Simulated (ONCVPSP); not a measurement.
# Pseudopotential generation for silver: ONCV, PBE

Aim: build the potential from the settings below, then test how well it stands in for the atom: other configurations, scattering, ghost states and the plane-wave cutoff that it needs.

The numbers are computed with ONCVPSP 4.0.1 (PBE, fully relativistic, spin-unpolarised reference atom).

**1. The atom and the settings**

Typed settings, in words:

| Property | Result |
| --- | --- |
| element | silver (Ag, Z = 47) |
| type | optimised norm-conserving Vanderbilt (ONCV) |
| frozen core | [Ar] 3d10 |
| valence charge | 19 |
| reference configuration | 4s2 4p6 4d10 5s1 |
| partial waves | 4s+5s: rc 1.40 bohr, ncon 4, nbas 9, qcut 7.7 1/bohr, 2 projectors; 4p: rc 1.05 bohr, ncon 4, nbas 8, qcut 7.4 1/bohr, 1 projector; 4d: rc 1.70 bohr, ncon 3, nbas 8, qcut 11.2 1/bohr, 2 projectors, debl 2.4 Ha |
| local potential | polynomial inside 0.85 bohr (lpopt 5, dvloc0 1 Ha) |
| core correction | polynomial model core, fcfact 0.35 |

**2. Generating the potential**

File Ag.dat:

```
# ATOM AND REFERENCE CONFIGURATION
# atsym  z   nc   nv     iexc    psfile
  Ag 47.00    6    4        4      upf
#
#   n    l    f
    1    0    2.00
    2    0    2.00
    2    1    6.00
    3    0    2.00
    3    1    6.00
    3    2   10.00
    4    0    2.00
    4    1    6.00
    4    2   10.00
    5    0    1.00
#
# PSEUDOPOTENTIAL AND OPTIMIZATION
# lmax
    2
#
#   l,   rc,      ep,       ncon, nbas, qcut
    0    1.40    0.00    4    9    7.70
    1    1.05    0.00    4    8    7.40
    2    1.70    0.00    3    8   11.20
#
# LOCAL POTENTIAL
# lloc, lpopt,  rc(5),   dvloc0
    4    5    0.85    1.00
#
# VANDERBILT-KLEINMAN-BYLANDER PROJECTORs
# l, nproj, debl
    0    2    0.90
    1    1    2.50
    2    2    2.40
#
# MODEL CORE CHARGE
# icmod, fcfact, rcfact
    1    0.35    0.00
#
# LOG DERIVATIVE ANALYSIS
# epsh1, epsh2, depsh
   -5.00    5.00    0.04
#
# OUTPUT GRID
# rlmax, drl
    6.00    0.01
#
# TEST CONFIGURATIONS
# ncnf
    4
# nvcnf
#   n    l    f
    4
    4    0    2.00
    4    1    6.00
    4    2   10.00
    5    0    0.00
#
    4
    4    0    2.00
    4    1    6.00
    4    2    9.00
    5    0    0.00
#
    4
    4    0    2.00
    4    1    6.00
    4    2    8.00
    5    0    0.00
#
    4
    4    0    2.00
    4    1    6.00
    4    2    7.00
    5    0    0.00
#
```

Run with:

```
$ oncvpspr.x < Ag.dat > Ag.out
```

**Question.** What will these runs give? Wanted: cutoffs for 1 and 0.1 mHa per electron, occupied waves; bound ghosts; GHOST(+) flags; largest test error; largest phase difference near zero energy, channels read; rms error of d²Exc/dn², without and with the model core.

As calculated:

```
                                                quantity                                            value
  cutoffs for 1 and 0.1 mHa per electron, occupied waves                                152 Ha and 188 Ha
                                            bound ghosts                                       none found
                                          GHOST(+) flags                                      s at 118 eV
                            largest test error (AE − PS)  +7.1 meV, for 4s2 4p6 4d8 5s0 (1 test unsolved)
largest phase difference near zero energy, channels read                                        0.012 rad
 rms error of d²Exc/dn², without and with the model core                                6.88 and 3.69 mHa
```

The worst unpolarised test, 4s2 4p6 4d8 5s0, is off by 7.1 meV on 66.1 eV; by total energies transferability rates as good where solved. Of the tests 1 gave no usable energy difference, which is a warning in itself. It counts as very hard, with 152 Ha needed at the looser tolerance. At the looser tolerance the 4p wave is the slowest; 4d needs 33 Ha. It is free of bound ghosts as far as tested. Near zero energy the phases of the channels with partial waves agree within 0.012 rad. The program also flags highly localised states, GHOST(+) (s). These are tests on the free atom; a crystal test is still owed.
